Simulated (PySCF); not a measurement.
**O2Zr: relaxation with MP2 and vibrations with MP2**

The task, for O2Zr: 2 runs in a chain (relaxation with MP2 and vibrations with MP2).

Computed with PySCF 2.14.0 (relaxation with MP2, HF, def2-tzvpd, and further levels as typed in the inputs, unless a step's input says otherwise).

## Step 1: The system as given

Bond lengths: Zr1–O2 1.766 Å, Zr1–O3 1.766 Å. Angles: O2–Zr1–O3 107.0°.

As a file:

```xyz
3

Zr    0.0000    0.0000    0.0000
O     1.4200    0.0000    1.0500
O    -1.4200    0.0000    1.0500
```

## Step 2: Relaxation with MP2: O2Zr

run.py

```python
from pyscf import gto, mp, scf
mol = gto.M(atom="mol.xyz", basis="def2-tzvpd", verbose=4)
mol.set(ecp='def2-tzvpd').build()
mf = scf.RHF(mol).run(conv_tol=1e-9)
from pyscf.geomopt.geometric_solver import optimize
m = optimize(mp.MP2(mf, frozen=5), maxsteps=60)
print("optimised structure (A):")
for k in range(m.natm): print(m.atom_symbol(k), *(f"{x:.8f}" for x in m.atom_coords(unit="A")[k]))
```

On the command line:

```bash
python run.py
```

Output:

```text
[INPUT] num. atoms = 3
[INPUT] num. electrons = 56
[INPUT] charge = 0
[INPUT] spin (= nelec alpha-beta = 2S) = 0
[INPUT] symmetry False subgroup None
[INPUT] Mole.unit = angstrom
[INPUT] Symbol           X                Y                Z      unit          X                Y                Z       unit  Magmom
[INPUT]  1 Zr     0.000000000000   0.000000000000   0.000000000000 AA    0.000000000000   0.000000000000   0.000000000000 Bohr   0.0
[INPUT]  2 O      1.420000000000   0.000000000000   1.050000000000 AA    2.683411096882   0.000000000000   1.984212430793 Bohr   0.0
[INPUT]  3 O     -1.420000000000   0.000000000000   1.050000000000 AA   -2.683411096882   0.000000000000   1.984212430793 Bohr   0.0

nuclear repulsion = 203.694993746514
number of shells = 42
number of NR pGTOs = 170
number of NR cGTOs = 120
basis = def2-tzvpd
ecp = {}

WARN: ECP not specified. The basis set def2-tzvpd include an ECP. Recommended ECP: def2-TZVPD.

******** <class 'pyscf.scf.hf.RHF'> ********
method = RHF
initial guess = minao
damping factor = 0
level_shift factor = 0
DIIS = <class 'pyscf.scf.diis.CDIIS'>
diis_start_cycle = 1
diis_space = 8
diis_damp = 0
SCF conv_tol = 1e-09
SCF conv_tol_grad = None
SCF max_cycles = 50
direct_scf = True
direct_scf_tol = 1e-13
Set gradient conv threshold to 3.16228e-05
Initial guess from minao.
init E= -190.313536078279
  HOMO = -0.671250142552971  LUMO = -0.356157304495067  gap/eV = 8.57411
cycle= 1 E= -196.025108771811  delta_E= -5.71  |g|= 1.24  |ddm|= 5.17
  HOMO = -0.164064457543287  LUMO = -0.0873712341228305  gap/eV = 2.08693
cycle= 2 E= -195.823032452703  delta_E= 0.202  |g|= 1.61  |ddm|= 1.55
  HOMO = -0.368474543423196  LUMO = -0.0341174019805841  gap/eV = 9.09832
cycle= 3 E= -196.321920817289  delta_E= -0.499  |g|= 0.134  |ddm|= 0.954
  HOMO = -0.38304815758147  LUMO = -0.0476712046195935  gap/eV = 9.12607
cycle= 4 E= -196.326861065831  delta_E= -0.00494  |g|= 0.0331  |ddm|= 0.141
  HOMO = -0.381730384115237  LUMO = -0.0450339883512001  gap/eV = 9.16198
cycle= 5 E= -196.327390613792  delta_E= -0.00053  |g|= 0.0108  |ddm|= 0.0476
  HOMO = -0.38328231671283  LUMO = -0.0444161215371075  gap/eV = 9.22102
cycle= 6 E= -196.327539577943  delta_E= -0.000149  |g|= 0.00473  |ddm|= 0.0315
  HOMO = -0.384106870560586  LUMO = -0.0446248004954448  gap/eV = 9.23778
cycle= 7 E= -196.327571708873  delta_E= -3.21e-05  |g|= 0.0014  |ddm|= 0.0181
  HOMO = -0.384408102348598  LUMO = -0.0445876292460312  gap/eV = 9.24699
cycle= 8 E= -196.327574104341  delta_E= -2.4e-06  |g|= 0.000321  |ddm|= 0.00509
  HOMO = -0.384494959060444  LUMO = -0.0445735821416591  gap/eV = 9.24973
cycle= 9 E= -196.327574208401  delta_E= -1.04e-07  |g|= 0.000103  |ddm|= 0.000697
  HOMO = -0.384511793761845  LUMO = -0.0445711880259871  gap/eV = 9.25026
cycle= 10 E= -196.327574222151  delta_E= -1.37e-08  |g|= 3.71e-05  |ddm|= 0.000289
  HOMO = -0.384514235271343  LUMO = -0.0445717802160353  gap/eV = 9.25031
cycle= 11 E= -196.327574223897  delta_E= -1.75e-09  |g|= 9.38e-06  |ddm|= 0.000105
  HOMO = -0.384516143345955  LUMO = -0.0445717582645351  gap/eV = 9.25036
cycle= 12 E= -196.327574224023  delta_E= -1.26e-10  |g|= 4.64e-06  |ddm|= 2.3e-05
  HOMO = -0.384515058757973  LUMO = -0.0445719514686296  gap/eV = 9.25032
Extra cycle  E= -196.327574224039  delta_E= -1.61e-11  |g|= 3.68e-06  |ddm|= 6.14e-06
converged SCF energy = -196.327574224039
Create scanner for <class 'pyscf.grad.mp2.Gradients'>
Set <class 'pyscf.mp.mp2.RMP2'> as a scanner
Create scanner for <class 'pyscf.scf.hf.RHF'>

Geometry optimization cycle 1
Cartesian coordinates (Angstrom)
 Atom        New coordinates             dX        dY        dZ
  Zr   0.000000   0.000000   0.000000    0.000000  0.000000  0.000000
   O   1.420000   0.000000   1.050000    0.000000  0.000000  0.000000
   O  -1.420000   0.000000   1.050000    0.000000  0.000000  0.000000

WARN: Mole.unit (angstrom) is changed to Bohr

New geometry
   1 Zr     0.000000000000   0.000000000000   0.000000000000 AA    0.000000000000   0.000000000000   0.000000000000 Bohr
   2 O      1.420000000000   0.000000000000   1.050000000000 AA    2.683411096882   0.000000000000   1.984212430793 Bohr
   3 O     -1.420000000000   0.000000000000   1.050000000000 AA   -2.683411096882   0.000000000000   1.984212430793 Bohr

******** <class 'pyscf.scf.hf.RHF_Scanner'> ********
method = RHF_Scanner
initial guess = minao
damping factor = 0
level_shift factor = 0
DIIS = <class 'pyscf.scf.diis.CDIIS'>
diis_start_cycle = 1
diis_space = 8
diis_damp = 0
SCF conv_tol = 1e-09
SCF conv_tol_grad = None
SCF max_cycles = 50
direct_scf = True
direct_scf_tol = 1e-13
Set gradient conv threshold to 3.16228e-05
init E= -196.327574224039
  HOMO = -0.384515882276919  LUMO = -0.0445717773036627  gap/eV = 9.25035
cycle= 1 E= -196.327574224044  delta_E= -4.49e-12  |g|= 3.94e-06  |ddm|= 4.77e-06
  HOMO = -0.384514805319082  LUMO = -0.0445720938003582  gap/eV = 9.25031
Extra cycle  E= -196.327574224045  delta_E= -1.65e-12  |g|= 4.41e-06  |ddm|= 4.39e-06
converged SCF energy = -196.327574224045

******** <class 'pyscf.mp.mp2.RMP2_Scanner'> ********
nocc = 9, nmo = 115
frozen orbitals 5
E(RMP2_Scanner) = -197.001593276567  E_corr = -0.674019052521687
E(SCS-RMP2_Scanner) = -196.967605768525  E_corr = -0.64003154447962
E_corr(same-spin) = -0.19475921370739
E_corr(oppo-spin) = -0.479259838814297
--------------- RMP2_Scanner gradients ---------------
         x                y                z
0 Zr     0.0000000000     0.0000000000     0.0397534688
1 O    -0.0227582624    -0.0000000000    -0.0198767344
2 O     0.0227582624    -0.0000000000    -0.0198767344
----------------------------------------------
cycle 1: E = -197.001593277  dE = -197.002  norm(grad) = 0.0583642

Geometry optimization cycle 2
Cartesian coordinates (Angstrom)
 Atom        New coordinates             dX        dY        dZ
  Zr  -0.000000  -0.000000  -0.037666   -0.000000 -0.000000 -0.037666
   O   1.446301  -0.000000   1.068833    0.026301 -0.000000  0.018833
   O  -1.446301   0.000000   1.068833   -0.026301  0.000000  0.018833
New geometry
   1 Zr    -0.000000000000  -0.000000000000  -0.037666360999 AA   -0.000000000000  -0.000000000000  -0.071179106396 Bohr
   2 O      1.446301201299  -0.000000000000   1.068833180500 AA    2.733113164084  -0.000000000000   2.019801983992 Bohr
   3 O     -1.446301201299   0.000000000000   1.068833180500 AA   -2.733113164085   0.000000000000   2.019801983993 Bohr

******** <class 'pyscf.scf.hf.RHF_Scanner'> ********
method = RHF_Scanner
initial guess = minao
damping factor = 0
level_shift factor = 0
DIIS = <class 'pyscf.scf.diis.CDIIS'>
diis_start_cycle = 1
diis_space = 8
diis_damp = 0
SCF conv_tol = 1e-09
SCF conv_tol_grad = None
SCF max_cycles = 50
direct_scf = True
direct_scf_tol = 1e-13
Set gradient conv threshold to 3.16228e-05
init E= -196.281814355569
  HOMO = -0.381747142011285  LUMO = -0.0518966984043168  gap/eV = 8.97569
cycle= 1 E= -196.316841138894  delta_E= -0.035  |g|= 0.0343  |ddm|= 0.112
  HOMO = -0.376932493833095  LUMO = -0.0532256150189738  gap/eV = 8.80851
cycle= 2 E= -196.317069418685  delta_E= -0.000228  |g|= 0.0275  |ddm|= 0.0507
  HOMO = -0.38119001928985  LUMO = -0.051120063993249  gap/eV = 8.98166
cycle= 3 E= -196.317222149973  delta_E= -0.000153  |g|= 0.00964  |ddm|= 0.0179
  HOMO = -0.380144576187885  LUMO = -0.0510790135743271  gap/eV = 8.95433
cycle= 4 E= -196.31725138314  delta_E= -2.92e-05  |g|= 0.00269  |ddm|= 0.00954
  HOMO = -0.380417095327669  LUMO = -0.051078800331684  gap/eV = 8.96175
cycle= 5 E= -196.317260623521  delta_E= -9.24e-06  |g|= 0.000957  |ddm|= 0.00784
  HOMO = -0.380487531294257  LUMO = -0.0510837269605027  gap/eV = 8.96353
cycle= 6 E= -196.317262111597  delta_E= -1.49e-06  |g|= 0.000442  |ddm|= 0.00305
  HOMO = -0.380468467874536  LUMO = -0.0510708111042391  gap/eV = 8.96337
cycle= 7 E= -196.317262490998  delta_E= -3.79e-07  |g|= 0.000197  |ddm|= 0.00154
  HOMO = -0.380491399104489  LUMO = -0.0510798738326628  gap/eV = 8.96374
cycle= 8 E= -196.317262564257  delta_E= -7.33e-08  |g|= 8.73e-05  |ddm|= 0.000663
[... 145 lines left out ...]
2 O     0.0000478972    -0.0000000000    -0.0000428045
----------------------------------------------
cycle 4: E = -197.003670531  dE = -4.46604e-06  norm(grad) = 0.000124826

Geometry optimization cycle 5
Cartesian coordinates (Angstrom)
 Atom        New coordinates             dX        dY        dZ
  Zr  -0.000000  -0.000000  -0.024333   -0.000000 -0.000000 -0.000058
   O   1.437823  -0.000000   1.062166    0.000041 -0.000000  0.000029
   O  -1.437823   0.000000   1.062166   -0.000041  0.000000  0.000029
New geometry
   1 Zr    -0.000000000001  -0.000000000000  -0.024332939054 AA   -0.000000000001  -0.000000000000  -0.045982590618 Bohr
   2 O      1.437823009184  -0.000000000000   1.062166469527 AA    2.717091702955  -0.000000000000   2.007203726102 Bohr
   3 O     -1.437823009185   0.000000000000   1.062166469527 AA   -2.717091702957   0.000000000000   2.007203726102 Bohr

******** <class 'pyscf.scf.hf.RHF_Scanner'> ********
method = RHF_Scanner
initial guess = minao
damping factor = 0
level_shift factor = 0
DIIS = <class 'pyscf.scf.diis.CDIIS'>
diis_start_cycle = 1
diis_space = 8
diis_damp = 0
SCF conv_tol = 1e-09
SCF conv_tol_grad = None
SCF max_cycles = 50
direct_scf = True
direct_scf_tol = 1e-13
Set gradient conv threshold to 3.16228e-05
init E= -196.321947063595
  HOMO = -0.382009431058567  LUMO = -0.048876277285995  gap/eV = 9.06501
cycle= 1 E= -196.32201248579  delta_E= -6.54e-05  |g|= 5.11e-05  |ddm|= 0.000168
  HOMO = -0.381999622831263  LUMO = -0.0488769392845434  gap/eV = 9.06473
cycle= 2 E= -196.322012486322  delta_E= -5.31e-10  |g|= 3.96e-05  |ddm|= 7.47e-05
  HOMO = -0.382006065901678  LUMO = -0.0488739973534464  gap/eV = 9.06499
cycle= 3 E= -196.322012486632  delta_E= -3.11e-10  |g|= 1.42e-05  |ddm|= 2.55e-05
  HOMO = -0.38200288379603  LUMO = -0.0488745258916339  gap/eV = 9.06488
Extra cycle  E= -196.322012486654  delta_E= -2.1e-11  |g|= 1.54e-05  |ddm|= 2.09e-05
converged SCF energy = -196.322012486654

******** <class 'pyscf.mp.mp2.RMP2_Scanner'> ********
nocc = 9, nmo = 115
frozen orbitals 5
E(RMP2_Scanner) = -197.00367185059  E_corr = -0.681659363936883
E(SCS-RMP2_Scanner) = -196.969811734154  E_corr = -0.647799247500445
E_corr(same-spin) = -0.196375372181323
E_corr(oppo-spin) = -0.485283991755559
--------------- RMP2_Scanner gradients ---------------
         x                y                z
0 Zr     0.0000000000    -0.0000000000    -0.0000013522
1 O     0.0000010156     0.0000000000     0.0000006761
2 O    -0.0000010156     0.0000000000     0.0000006761
----------------------------------------------
cycle 5: E = -197.003671851  dE = -1.31961e-06  norm(grad) = 2.1922e-06

Geometry optimization cycle 6
Cartesian coordinates (Angstrom)
 Atom        New coordinates             dX        dY        dZ
  Zr  -0.000000  -0.000000  -0.024333   -0.000000  0.000000 -0.000000
   O   1.437821  -0.000000   1.062166   -0.000002 -0.000000  0.000000
   O  -1.437821   0.000000   1.062166    0.000002  0.000000  0.000000
New geometry
   1 Zr    -0.000000000001  -0.000000000000  -0.024332939143 AA   -0.000000000002  -0.000000000000  -0.045982590786 Bohr
   2 O      1.437820970472  -0.000000000000   1.062166469571 AA    2.717087850349  -0.000000000000   2.007203726185 Bohr
   3 O     -1.437820970473   0.000000000000   1.062166469571 AA   -2.717087850351   0.000000000000   2.007203726186 Bohr

******** <class 'pyscf.scf.hf.RHF_Scanner'> ********
method = RHF_Scanner
initial guess = minao
damping factor = 0
level_shift factor = 0
DIIS = <class 'pyscf.scf.diis.CDIIS'>
diis_start_cycle = 1
diis_space = 8
diis_damp = 0
SCF conv_tol = 1e-09
SCF conv_tol_grad = None
SCF max_cycles = 50
direct_scf = True
direct_scf_tol = 1e-13
Set gradient conv threshold to 3.16228e-05
init E= -196.322013867347
  HOMO = -0.382007042971818  LUMO = -0.0488731787353061  gap/eV = 9.06503
cycle= 1 E= -196.322012737518  delta_E= 1.13e-06  |g|= 1.84e-05  |ddm|= 1.61e-05
  HOMO = -0.382002144384412  LUMO = -0.0488746286617747  gap/eV = 9.06486
cycle= 2 E= -196.322012737484  delta_E= 3.31e-11  |g|= 2.27e-05  |ddm|= 2.12e-05
  HOMO = -0.382008494322857  LUMO = -0.0488727259563682  gap/eV = 9.06509
Extra cycle  E= -196.322012737431  delta_E= 5.33e-11  |g|= 2.84e-05  |ddm|= 2.49e-05
converged SCF energy = -196.322012737431

******** <class 'pyscf.mp.mp2.RMP2_Scanner'> ********
nocc = 9, nmo = 115
frozen orbitals 5
E(RMP2_Scanner) = -197.003668306783  E_corr = -0.681655569351545
E(SCS-RMP2_Scanner) = -196.969808492607  E_corr = -0.647795755176143
E_corr(same-spin) = -0.196374147745051
E_corr(oppo-spin) = -0.485281421606494
--------------- RMP2_Scanner gradients ---------------
         x                y                z
0 Zr     0.0000000000    -0.0000000000     0.0000004297
1 O    -0.0000008246     0.0000000000    -0.0000002149
2 O     0.0000008246     0.0000000000    -0.0000002149
----------------------------------------------
cycle 6: E = -197.003668307  dE = 3.54381e-06  norm(grad) = 1.27943e-06

Geometry optimization cycle 7
Cartesian coordinates (Angstrom)
 Atom        New coordinates             dX        dY        dZ
  Zr  -0.000000  -0.000000  -0.024332   -0.000000  0.000000  0.000001
   O   1.437823  -0.000000   1.062166    0.000002  0.000000 -0.000000
   O  -1.437823   0.000000   1.062166   -0.000002 -0.000000 -0.000000
New geometry
   1 Zr    -0.000000000001  -0.000000000000  -0.024331966035 AA   -0.000000000002  -0.000000000000  -0.045980751878 Bohr
   2 O      1.437822590706  -0.000000000000   1.062165983017 AA    2.717090912147  -0.000000000000   2.007202806731 Bohr
   3 O     -1.437822590708   0.000000000000   1.062165983017 AA   -2.717090912150   0.000000000000   2.007202806732 Bohr

******** <class 'pyscf.scf.hf.RHF_Scanner'> ********
method = RHF_Scanner
initial guess = minao
damping factor = 0
level_shift factor = 0
DIIS = <class 'pyscf.scf.diis.CDIIS'>
diis_start_cycle = 1
diis_space = 8
diis_damp = 0
SCF conv_tol = 1e-09
SCF conv_tol_grad = None
SCF max_cycles = 50
direct_scf = True
direct_scf_tol = 1e-13
Set gradient conv threshold to 3.16228e-05
init E= -196.322012592341
  HOMO = -0.382000848194693  LUMO = -0.0488750798610553  gap/eV = 9.06481
cycle= 1 E= -196.322012765494  delta_E= -1.73e-07  |g|= 3.52e-05  |ddm|= 3.13e-05
  HOMO = -0.382010606016888  LUMO = -0.0488721538023569  gap/eV = 9.06516
cycle= 2 E= -196.322012765364  delta_E= 1.3e-10  |g|= 4.4e-05  |ddm|= 3.92e-05
  HOMO = -0.382005142345587  LUMO = -0.0488738177768262  gap/eV = 9.06497
cycle= 3 E= -196.322012765725  delta_E= -3.61e-10  |g|= 2.11e-07  |ddm|= 2.19e-05
  HOMO = -0.382005138907783  LUMO = -0.0488738127353336  gap/eV = 9.06497
Extra cycle  E= -196.322012765725  delta_E= 7.96e-13  |g|= 1.14e-07  |ddm|= 3.5e-07
converged SCF energy = -196.322012765725

******** <class 'pyscf.mp.mp2.RMP2_Scanner'> ********
nocc = 9, nmo = 115
frozen orbitals 5
E(RMP2_Scanner) = -197.003670556558  E_corr = -0.681657790833989
E(SCS-RMP2_Scanner) = -196.969810568143  E_corr = -0.647797802418376
E_corr(same-spin) = -0.196374861441243
E_corr(oppo-spin) = -0.485282929392746
--------------- RMP2_Scanner gradients ---------------
         x                y                z
0 Zr    -0.0000000000    -0.0000000000     0.0000010701
1 O    -0.0000000754     0.0000000000    -0.0000005351
2 O     0.0000000754     0.0000000000    -0.0000005351
----------------------------------------------
cycle 7: E = -197.003670557  dE = -2.24978e-06  norm(grad) = 1.31494e-06

Geometry optimization cycle 8
Cartesian coordinates (Angstrom)
 Atom        New coordinates             dX        dY        dZ
  Zr  -0.000000  -0.000000  -0.024333   -0.000000  0.000000 -0.000001
   O   1.437822  -0.000000   1.062167   -0.000000  0.000000  0.000001
   O  -1.437822   0.000000   1.062167    0.000000 -0.000000  0.000001
New geometry
   1 Zr    -0.000000000001  -0.000000000000  -0.024333020794 AA   -0.000000000002  -0.000000000000  -0.045982745084 Bohr
   2 O      1.437822387407  -0.000000000000   1.062166510396 AA    2.717090527968  -0.000000000000   2.007203803334 Bohr
   3 O     -1.437822387409   0.000000000000   1.062166510397 AA   -2.717090527971   0.000000000000   2.007203803335 Bohr

******** <class 'pyscf.scf.hf.RHF_Scanner'> ********
method = RHF_Scanner
initial guess = minao
damping factor = 0
level_shift factor = 0
DIIS = <class 'pyscf.scf.diis.CDIIS'>
diis_start_cycle = 1
diis_space = 8
diis_damp = 0
SCF conv_tol = 1e-09
SCF conv_tol_grad = None
SCF max_cycles = 50
direct_scf = True
direct_scf_tol = 1e-13
Set gradient conv threshold to 3.16228e-05
init E= -196.322011871265
  HOMO = -0.382004998886021  LUMO = -0.0488739760726418  gap/eV = 9.06496
cycle= 1 E= -196.322012544116  delta_E= -6.73e-07  |g|= 5.24e-07  |ddm|= 2.45e-06
  HOMO = -0.382004967522093  LUMO = -0.0488739358904731  gap/eV = 9.06496
cycle= 2 E= -196.322012544116  delta_E=    0  |g|= 2.57e-07  |ddm|= 7.94e-07
  HOMO = -0.382005025768457  LUMO = -0.048873904655224  gap/eV = 9.06496
Extra cycle  E= -196.322012544117  delta_E= -1.14e-12  |g|= 2.24e-07  |ddm|= 3.28e-07
converged SCF energy = -196.322012544117

******** <class 'pyscf.mp.mp2.RMP2_Scanner'> ********
nocc = 9, nmo = 115
frozen orbitals 5
E(RMP2_Scanner) = -197.003670538809  E_corr = -0.681657994691323
E(SCS-RMP2_Scanner) = -196.969810547929  E_corr = -0.647798003811655
E_corr(same-spin) = -0.196374911328384
E_corr(oppo-spin) = -0.485283083362939
--------------- RMP2_Scanner gradients ---------------
         x                y                z
0 Zr    -0.0000000000    -0.0000000000     0.0000000702
1 O     0.0000003089     0.0000000000    -0.0000000351
2 O    -0.0000003089     0.0000000000    -0.0000000351
----------------------------------------------
cycle 8: E = -197.003670539  dE = 1.775e-08  norm(grad) = 4.45266e-07
optimised structure (A):
Zr -0.00000000 -0.00000000 -0.02433302
O 1.43782239 -0.00000000 1.06216651
O -1.43782239 0.00000000 1.06216651
```

Wall time 89 s (2 threads of Intel Xeon 6975P-C (Granite Rapids), shared host).

[end of part 1 of 2]
